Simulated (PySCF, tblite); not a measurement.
# C₅H₈O₂: magnetic properties

What do calculations give for the magnetic properties of C₅H₈O₂ (`CO[C@@H]1C=C[C@H]1O`)?

Computed with tblite 0.8.0 and PySCF 2.14.0 and routines of our own; the level stands in each step. Atoms count from 0.

## Step 1: The starting structure

15 atoms, charge 0, multiplicity 1; geometry from: force field or distance geometry start.

## Step 2: Optimising the geometry with GFN2-xTB, one coordinate held

What the job is given:

```
{"job": {"kind": "relax", "xc": "GFN2-xTB", "basis": "xTB"}, "charge": 0, "multiplicity": 1}
C      0.400600     1.491800     1.439700
O     -0.403900     0.319700     1.437100
C     -0.303400    -0.494000     0.252100
C      0.662400    -1.636000     0.363300
C      1.388300    -1.270500    -0.690400
C      0.619000     0.021600    -0.894200
O      0.038700     0.165300    -2.204800
H      1.456300     1.246000     1.334000
H      0.255000     2.010600     2.392900
H      0.073500     2.153000     0.631000
H     -1.316500    -0.785200    -0.096700
H      0.695100    -2.491600     1.053900
H      2.250800    -1.689300    -1.186800
H      1.183900     0.930700    -0.633200
H      0.798100     0.242300    -2.796100
```

Launch:

```console
$ OMP_NUM_THREADS=1 python excited_run.py task.json out
```

The driver reads the jobs from task.json and runs them one after another.

Log:

```text
step      E/eV     max force
  0    -621.14953    1.284
  1    -621.20751    0.836
  2    -621.23178    0.657
  3    -621.24896    0.516
  4    -621.26154    0.335
  5    -621.27167    0.341
  6    -621.29183    0.511
  7    -621.30624    0.433
  8    -621.31598    0.279
  9    -621.32230    0.269
 10    -621.32889    0.280
 11    -621.33702    0.293
 12    -621.34446    0.259
 13    -621.34865    0.178
 14    -621.35062    0.196
 15    -621.35183    0.197
 16    -621.35270    0.190
 17    -621.35336    0.189
 18    -621.35393    0.198
 19    -621.35449    0.206
 20    -621.35506    0.212
 21    -621.35563    0.215
 22    -621.35618    0.227
 23    -621.35671    0.244
 24    -621.35721    0.252
 25    -621.35768    0.251
 26    -621.35812    0.236
 27    -621.35856    0.205
 28    -621.35903    0.195
 29    -621.35953    0.181
 30    -621.36005    0.165
 31    -621.36047    0.149
 32    -621.36073    0.139
 33    -621.36088    0.146
 34    -621.36103    0.161
 35    -621.36125    0.172
 36    -621.36150    0.168
 37    -621.36169    0.148
 38    -621.36180    0.143
 39    -621.36186    0.143
 40    -621.36193    0.144
 41    -621.36200    0.142
 42    -621.36205    0.141
 43    -621.36208    0.144
 44    -621.36211    0.152
 45    -621.36215    0.156
 46    -621.36219    0.153
 47    -621.36221    0.142
 48    -621.36223    0.133
 49    -621.36225    0.128
```

It took 0.62 s on 1 thread of Arm Neoverse N1, shared host; peak memory 0.18 GiB.

One coordinate is held by a constraint (a dihedral, as typed in the start), so the force along it need not vanish.

Relaxation path: (not every step is listed)

| step | energy from step 0 (eV) | largest force (eV/Å) |
| --- | --- | --- |
| 0 | 0.0000 | 1.2839 |
| 1 | -0.0580 | 0.8362 |
| 2 | -0.0822 | 0.6572 |
| 3 | -0.0994 | 0.5157 |
| 4 | -0.1120 | 0.3349 |
| 5 | -0.1221 | 0.3408 |
| 6 | -0.1423 | 0.5108 |
| 7 | -0.1567 | 0.4327 |
| 8 | -0.1664 | 0.2789 |
| 11 | -0.1875 | 0.2935 |
| 14 | -0.2011 | 0.1957 |
| 17 | -0.2038 | 0.1886 |
| 20 | -0.2055 | 0.2119 |
| 23 | -0.2072 | 0.2441 |
| 26 | -0.2086 | 0.2357 |
| 29 | -0.2100 | 0.1812 |
| 32 | -0.2112 | 0.1390 |
| 35 | -0.2117 | 0.1715 |
| 38 | -0.2123 | 0.1432 |
| 41 | -0.2125 | 0.1421 |
| 44 | -0.2126 | 0.1518 |
| 45 | -0.2126 | 0.1563 |
| 46 | -0.2127 | 0.1529 |
| 47 | -0.2127 | 0.1422 |
| 48 | -0.2127 | 0.1326 |
| 49 | -0.2127 | 0.1284 |

Close pairs (by a distance rule), those that changed most:

| bond | before (Å) | after (Å) | change (Å) |
| --- | --- | --- | --- |
| C5–O6 | 1.441 | 1.402 | -0.038 |
| O1–C2 | 1.441 | 1.406 | -0.035 |
| C3–H11 | 1.100 | 1.073 | -0.027 |
| C2–C3 | 1.500 | 1.517 | +0.017 |
| C0–O1 | 1.422 | 1.405 | -0.016 |
| C2–H10 | 1.110 | 1.096 | -0.015 |
| C0–H7 | 1.089 | 1.097 | +0.008 |
| C0–H8 | 1.095 | 1.089 | -0.006 |

The final coordinates are the input of the step that follows.

## Step 3: Magnetic properties: GIAO B97-2/pcSseg-1

What the job is given:

```
{"job": {"kind": "mag", "xc": "B97-2", "basis": "pcSseg-1", "isotopologues": 0}, "charge": 0, "multiplicity": 1}
C      0.339690     1.546823     1.514182
O     -0.361935     0.333541     1.412137
C     -0.203637    -0.436162     0.246131
C      0.688407    -1.659938     0.336057
C      1.407384    -1.339616    -0.733029
C      0.714302    -0.012459    -0.946365
O      0.010205     0.188655    -2.142287
H      1.426274     1.397280     1.518006
H      0.039162     1.970955     2.471436
H      0.068441     2.241673     0.712466
H     -1.205472    -0.680002    -0.124222
H      0.698784    -2.470872     1.039008
H      2.191266    -1.820439    -1.289843
H      1.360673     0.847763    -0.731043
H      0.622390     0.108696    -2.881973
```

With the program's defaults for keys left out, this is: GIAO B97-2/pcSseg-1 magnetisability, rotational g tensor and spin-rotation constants, non-relativistic, gas phase.

Log:

```text
coarse grid: 12568 points
cycle   1  E = -345.3548608967  dE =  1.083e+00  |g| = 8.173e-01  |ddm| = 3.461e+00
cycle   2  E = -345.2267504318  dE =  1.281e-01  |g| = 1.180e+00  |ddm| = 1.704e+00
cycle   3  E = -345.4755803439  dE = -2.488e-01  |g| = 1.116e-01  |ddm| = 1.144e+00
cycle   4  E = -345.4778778865  dE = -2.298e-03  |g| = 4.476e-02  |ddm| = 1.259e-01
cycle   5  E = -345.4783044660  dE = -4.266e-04  |g| = 1.448e-02  |ddm| = 4.697e-02
cycle   6  E = -345.4783477962  dE = -4.333e-05  |g| = 5.170e-03  |ddm| = 1.581e-02
cycle   7  E = -345.4783544199  dE = -6.624e-06  |g| = 7.577e-04  |ddm| = 4.542e-03
final grid: 121432 points
cycle   8  E = -345.5396390565  dE = -7.280e-05  |g| = 7.333e-03  |ddm| = 3.954e-02
cycle   9  E = -345.5396264579  dE =  1.260e-05  |g| = 1.129e-02  |ddm| = 1.256e-02
cycle  10  E = -345.5396480991  dE = -2.164e-05  |g| = 3.901e-04  |ddm| = 8.137e-03
cycle  11  E = -345.5396481215  dE = -2.236e-08  |g| = 2.469e-04  |ddm| = 6.942e-04
cycle  12  E = -345.5396481352  dE = -1.373e-08  |g| = 7.154e-05  |ddm| = 2.739e-04
cycle  13  E = -345.5396481363  dE = -1.072e-09  |g| = 2.458e-05  |ddm| = 7.114e-05
cycle  14  E = -345.5396481364  dE = -1.453e-10  |g| = 4.246e-06  |ddm| = 2.233e-05
converged SCF energy = -345.5396481364

Magnetisability tensor (1e-30 J/T^2)
     -908.33      -51.76      -75.74
      -51.76     -939.03      -41.76
      -75.74      -41.76     -976.41
isotropic -941.26   principal values   -1059.23   -912.02   -852.53
isotropic susceptibility -56.684 1e-6 cm^3/mol

Inertial axes            a          b          c
rot. const./GHz      4.1713     2.2373     1.7394
chi total           -58.075    -54.726    -57.250
chi diamagnetic    -380.413   -626.956   -776.163
chi paramagnetic    322.337    572.231    718.912
quadrupole/D A        3.810     -1.481     -2.329
g nuclear            0.5999     0.5842     0.5765
g electronic        -0.6317    -0.6015    -0.5875
g total             -0.0318    -0.0173    -0.0110

Spin-rotation constants (kHz, H = +C I.J)
atom  isotope        aa         bb         cc
  7     1H       -0.339     -0.198      0.024
  8     1H        0.258     -0.237     -0.187
  9     1H       -0.318      0.073     -0.194
 10     1H       -0.477     -0.201      0.126
 11     1H       -0.428      0.228     -0.188
 12     1H        0.087     -0.171     -0.101
 13     1H       -0.297     -0.145      0.017
 14     1H       -0.102     -0.270     -0.178
  0    13C*       0.904      0.430      0.321
  1    17O*      -0.210     -0.158     -0.171
  2    13C*       0.886      0.588      0.440
  3    13C*       1.135      1.120      0.421
  4    13C*       1.309      0.989      0.416
  5    13C*       0.930      0.520      0.384
  6    17O*      -0.387     -0.227     -0.195
* in the singly substituted isotopologue
```

Wall time 46 s (1 thread of Arm Neoverse N1, shared host); peak memory 0.76 GiB.

In short:

| quantity | value |
| --- | --- |
| magnetisability | -941·10⁻³⁰ J/T² |
| molar susceptibility | -56.7·10⁻⁶ cm³/mol |
| rotational g (a, b, c) | -0.0318, -0.0173, -0.0110 |

Orbitals, density, ELF and potential are computed afterwards from the orbital file.

Frontier orbitals at B97-2/pcSseg-1, with the share of their density that lies nearest to each atom:

| orbital | energy (eV) | lies on |
| --- | --- | --- |
| HOMO | -6.84 | O1 53 %; C3 8 % |
| LUMO | -0.08 | C3, C4 about 31 % each; H11, H12 about 9 % each |

ELF in a plane through or near 7 of the atoms.

Ten even steps from '0' (0.00) to '9' (1.00):
```
0000000000000000000000000000
0000000000000000000000000000
0000000000000000000000000000
0000000000000000000000000000
0000000365211000000000000000
0000004899633000014400000000
0000004899752000199983000000
0000000144574430299983000000
0000000001432640189952210000
0000000013752750152399993000
0000001256643543585699995000
0000001358966743784169991000
0000001247812731784002520000
0000000013666610243000000000
0000000004999820000000000000
0000000005999920000000000000
0000000001799500000000000000
0000000000000000000000000000
0000000000000000000000000000
0000000000000000000000000000
```
The map spans 11.5 Å across and 10.2 Å up, centred on the molecule. Atoms in the plane (x, y in Å): C0 (2.1, 0.1), C3 (-0.9, -1.5), C5 (-0.8, 0.6), H8 (3.2, -0.2), H9 (2.0, 1.2), H11 (-0.9, -2.5), H14 (-2.1, 2.0).

On the surface of density 0.002 e/bohr³ the electrostatic potential runs, from the 1st to the 99th percentile, from -1.55 V near O1 to 2.04 V near H14.

## Step 4: What came out

```
                                            quantity                      value
       magnetisability (step 3, GIAO B97-2/pcSseg-1)            -941·10⁻³⁰ J/T²
  molar susceptibility (step 3, GIAO B97-2/pcSseg-1)         -56.7·10⁻⁶ cm³/mol
rotational g (a, b, c) (step 3, GIAO B97-2/pcSseg-1)  -0.0318, -0.0173, -0.0110
               surface potential, 1st and 99th percentile         -1.55 V and 2.04 V
```

What this shows: The values above hold for this geometry and these levels alone. Vibrational averaging and real surroundings are missing from these values.
